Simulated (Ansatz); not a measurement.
**F3H2InO: one species, many methods**

How much do the methods differ for F3H2InO? The plan is to run it at one geometry with functionals of several rungs and with coupled cluster. The yardstick is the atomisation energy at the CCSD(T) limit.

The runs use Ansatz 0.2.0, Gaussian basis; functionals in def2-TZVPP, the program's frozen cores in correlated methods.

Plan: LDA (SPW92), PBE-D4, revPBE-D4, BLYP-D4, r2SCAN-D4, B97M-V, PBE0-D4, B3LYP-D4, r2SCANh-D4, r2SCAN0-D4, HSE06-D4, BHLYP-D4, CAM-B3LYP-D4, LC-ωPBE, ωB97X-V, ωB97M-V, B2PLYP, PBE-QIDH; CCSD(T)/def2-SVP; CCSD(T)/def2-TZVPP; MP2/def2-QZVPP; extrapolation to the limit; RPA on PBE.

## (1) Structure used throughout

An earlier PBE0-D4 in a triple-zeta def2 set relaxation fixed the geometry. In takes the def2 core potential; no spin-orbit term is included.

SMILES `[OH2+][In-]([F])([F])[F]`, 7 atoms, charge 0, spin multiplicity 1.

Atoms are counted from 1 here; the program's logs count them from 0.

Bond lengths: O1–In2 2.260 Å, O1–H6 0.966 Å, O1–H7 0.966 Å, In2–F3 1.945 Å, In2–F4 1.927 Å, In2–F5 1.945 Å. Angles: In2–O1–H6 107.3°, In2–O1–H7 107.5°, H6–O1–H7 107.3°, O1–In2–F3 87.4°, O1–In2–F4 111.2°, O1–In2–F5 87.6°, F3–In2–F4 119.7°, F3–In2–F5 117.9°, F4–In2–F5 119.6°.

Geometry (Å):

```xyz
7
charge 0, multiplicity 1
O    -1.1326    0.5393    0.2661
In    0.7041   -0.6125   -0.3732
F     1.0461   -0.9396    1.5131
F     0.2378   -2.0841   -1.5270
F     1.3724    1.0415   -1.1469
H    -1.1552    0.5304    1.2317
H    -1.0112    1.4570   -0.0095
```

## (2) LDA

This LDA is Slater exchange with PW92 correlation.

Contents of in.yaml:

```yaml
crystal:
  periodic: [false, false, false]
  atoms:
    - {symbol: O, position_ang: [-1.132633, 0.539295, 0.266084]}
    - {symbol: In, position_ang: [0.704058, -0.612493, -0.373198]}
    - {symbol: F, position_ang: [1.046135, -0.939573, 1.513066]}
    - {symbol: F, position_ang: [0.237760, -2.084071, -1.526999]}
    - {symbol: F, position_ang: [1.372354, 1.041535, -1.146930]}
    - {symbol: H, position_ang: [-1.155224, 0.530430, 1.231668]}
    - {symbol: H, position_ang: [-1.011249, 1.456976, -0.009490]}
basis:
  gaussian: {orbitals: def2-TZVPP}
hamiltonian: {xc: lda}
output: {orbitals: {seedname: orbitals}}
```

Command:

```bash
> ansatz run in.yaml --threads 4 --pin off --events-out ev --progress --plain --max-ram 10444MiB
```

Further steps of the session: PBE-D4 (GGA); revPBE-D4 (GGA); BLYP-D4 (GGA); r2SCAN-D4 (meta-GGA); B97M-V (meta-GGA); B3LYP-D4 (hybrid); r2SCANh-D4 (hybrid); r2SCAN0-D4 (hybrid); HSE06-D4 (hybrid); BHLYP-D4 (hybrid); CAM-B3LYP-D4 (range-separated); LC-ωPBE (range-separated); ωB97X-V (range-separated); ωB97M-V (range-separated); B2PLYP (double hybrid); PBE-QIDH (double hybrid); CCSD(T) in def2-SVP; CCSD(T) in def2-TZVPP; MP2 in def2-QZVPP; RPA on PBE orbitals.

Before running them: what should the planned runs give, taken together? Wanted: atomisation energy, CCSD(T)/CBS; farthest beyond LDA; mean size of error, GGA; mean size of error, meta-GGA; mean size of error, hybrid; mean size of error, range-separated; mean size of error, double hybrid; gap, smallest and largest; T1 diagnostic.

As calculated:

| quantity | value |
| --- | --- |
| atomisation energy, CCSD(T)/CBS | 2331.3 kJ/mol |
| functionals within 23.3 kJ/mol (1.0 %) | PBE-D4 |
| farthest beyond LDA | BHLYP-D4 (-212.2 kJ/mol) |
| mean size of error, GGA | 47.6 kJ/mol |
| mean size of error, meta-GGA | 46.4 kJ/mol |
| mean size of error, hybrid | 119.8 kJ/mol |
| mean size of error, range-separated | 36.4 kJ/mol |
| mean size of error, double hybrid | 89.0 kJ/mol |
| gap, smallest and largest | 5.12 eV (LDA (SPW92)), 13.39 eV (LC-ωPBE) |
| T1 diagnostic | 0.0155 |
| triples share of the correlation energy | 2.9 % |

**Reading.** The LDA atomisation energy is off by 368.7 kJ/mol (16 %): it overbinds. PBE-D4 misses by +0.4 kJ/mol. Double hybrids carry the basis error of their MP2 part in triple zeta, and no dispersion term here, so their miss is partly the set-up's. By mean error the best rung here is range-separated (36.4 kJ/mol) and the worst beyond LDA is hybrid (119.8 kJ/mol). The gap between the best rungs is small, so their order is not settled. The mean of the hybrids holds BHLYP, with half exact exchange. The reference freezes the cores and leaves out spin-orbit coupling and excitations past (T), and its outer-core shells are covered unevenly, so misses under about 23.3 kJ/mol can't be ranked. All levels share the lack of spin-orbit coupling, which lowers the free heavy atoms and so the true binding. Hartree-Fock recovers 65 % of the binding; the rest is correlation. CCSD(T) in def2-SVP is off by -201.7 kJ/mol, which most functionals beat. The gap grows from 5.1 to 13.4 eV across the functionals, mostly with the share of exact exchange. Correlated methods include outer-core shells of In, which these sets cover unevenly.
